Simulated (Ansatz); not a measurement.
# C2H6MgO2: the cost of one run

The runs use Ansatz 0.2.0, Gaussian basis; the settings change from run to run.

## Step 1: The relaxed structure

The geometry comes from an earlier relaxation with PBE0-D4 in a triple-zeta def2 set; it is a stationary point, not always the lowest conformer.

SMILES `C[O][Mg][O]C`, 11 atoms, charge 0, spin multiplicity 1.

Atoms are counted from 1 here; the program's logs count them from 0.

Bond lengths: C1–O2 1.376 Å, C1–H6 1.100 Å, C1–H7 1.100 Å, C1–H8 1.100 Å, O2–Mg3 1.756 Å, Mg3–O4 1.756 Å, O4–C5 1.376 Å, C5–H9 1.100 Å, C5–H10 1.100 Å, C5–H11 1.100 Å. Angles: O2–C1–H6 111.8°, O2–C1–H7 111.8°, O2–C1–H8 111.8°, H6–C1–H7 107.1°, H6–C1–H8 107.1°, H7–C1–H8 107.1°, C1–O2–Mg3 180.0°, O2–Mg3–O4 180.0°, Mg3–O4–C5 180.0°, O4–C5–H9 111.8°, O4–C5–H10 111.8°, O4–C5–H11 111.8°, H9–C5–H10 107.1°, H9–C5–H11 107.1°, H10–C5–H11 107.1°.

## Step 2: LC-wPBE/6-31++G**

Set apart from the defaults: high accuracy.

File in.yaml:

```yaml
crystal:
  periodic: [false, false, false]
  atoms:
    - {symbol: C, position_ang: [-0.482195, -1.256252, 2.831642]}
    - {symbol: O, position_ang: [-0.267542, -0.707134, 1.588535]}
    - {symbol: Mg, position_ang: [0.005982, -0.005270, 0.001846]}
    - {symbol: O, position_ang: [0.280033, 0.695942, -1.585042]}
    - {symbol: C, position_ang: [0.494102, 1.245972, -2.827848]}
    - {symbol: H, position_ang: [0.091678, -2.183746, 2.972490]}
    - {symbol: H, position_ang: [-0.187532, -0.568740, 3.637793]}
    - {symbol: H, position_ang: [-1.541607, -1.504849, 2.990457]}
    - {symbol: H, position_ang: [-0.429000, 1.276946, -3.424753]}
    - {symbol: H, position_ang: [1.233094, 0.672357, -3.406006]}
    - {symbol: H, position_ang: [0.868487, 2.277675, -2.758512]}
basis:
  gaussian: {orbitals: "6-31++G**"}
hamiltonian: {xc: {name: LC-wPBE}}
accuracy: high
output: {forces: true}
```

On the command line:

```sh
$ ansatz run in.yaml --threads 4 --pin off --events-out ev --progress --plain --max-ram 10444MiB
```

Q: Estimate wall time and peak memory on 4 threads of Arm Neoverse V2, shared host.

About 6 s, with a peak of 0.56 GiB.
